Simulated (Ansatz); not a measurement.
# Zr2N: the cost of one run

Computed with Ansatz 0.2.0 (DFT LDA, scalar-relativistic, plane waves, PAW, unless a step's input says otherwise).

3 further runs of the same task are left out: 3 set aside as unsound or not needed.

## Step 1: The starting structure

It takes space group P4_2/mnm (No. 136, tetragonal). The conventional cell has a = 5.332 Å, b = 5.332 Å, c = 3.252 Å, α = 90.00°, β = 90.00°, γ = 90.00°. Zr (site symmetry m2m) is surrounded by 3 N at 2.23 to 2.24 Å. Around N (site symmetry mmm) lie 6 Zr at 2.23 to 2.24 Å.

As a file:

```
Zr N
1.0
     5.33186    0.00000    0.00000
     0.00000    5.33186    0.00000
     0.00000    0.00000    3.25218
Zr N
4 2
Direct
  0.29606 0.29606 0.00000
  0.70394 0.70394 0.00000
  0.79606 0.20394 0.50000
  0.20394 0.79606 0.50000
  0.00000 0.00000 0.00000
  0.50000 0.50000 0.50000
```

It goes back to an entry of the Materials Project, which need not be the stable form.

It is the result of an earlier relaxation at this level (volume 15.41 Å³/atom; gap on the mesh: none (metal)).

## Step 2: Zero of the scan

input.yaml reads:

```yaml
crystal:
  lattice:
    - [5.3318589244, 0.0, 0.0]
    - [0.0, 5.3318589244, 0.0]
    - [0.0, 0.0, 3.2521810451]
  atoms:
    - { symbol: Zr, position: [0.2960597107, 0.2960597107, 0.0] }
    - { symbol: Zr, position: [0.7039402893, 0.7039402893, 0.0] }
    - { symbol: Zr, position: [0.7960597107, 0.2039402893, 0.5] }
    - { symbol: Zr, position: [0.2039402893, 0.7960597107, 0.5] }
    - { symbol: "N", position: [0.0, 0.0, 0.0] }
    - { symbol: "N", position: [0.5, 0.5, 0.5] }
basis:
  ecutwfc: 420
kpoints:
  mp_grid: { grid: [6, 6, 10] }
hamiltonian:
  xc: lda
scf:
  occupations: { method: gaussian, width: 0.15 }
output:
  forces: true
  stress: true
  eigenvalues: true
  write_density: true
  write_potential: true
  elf: true
  volumetric_format: npy
```

Started as:

```sh
ansatz run input.yaml --threads 2 --pin off --max-ram 5120MiB --backend cpu --events-out ev --progress --plain --runs-dir out
```

Q: Estimate wall time and peak memory on 2 threads of Intel Xeon Platinum 8488C (Sapphire Rapids), shared host.

About 4.2 s, with a peak of 0.5 GiB.
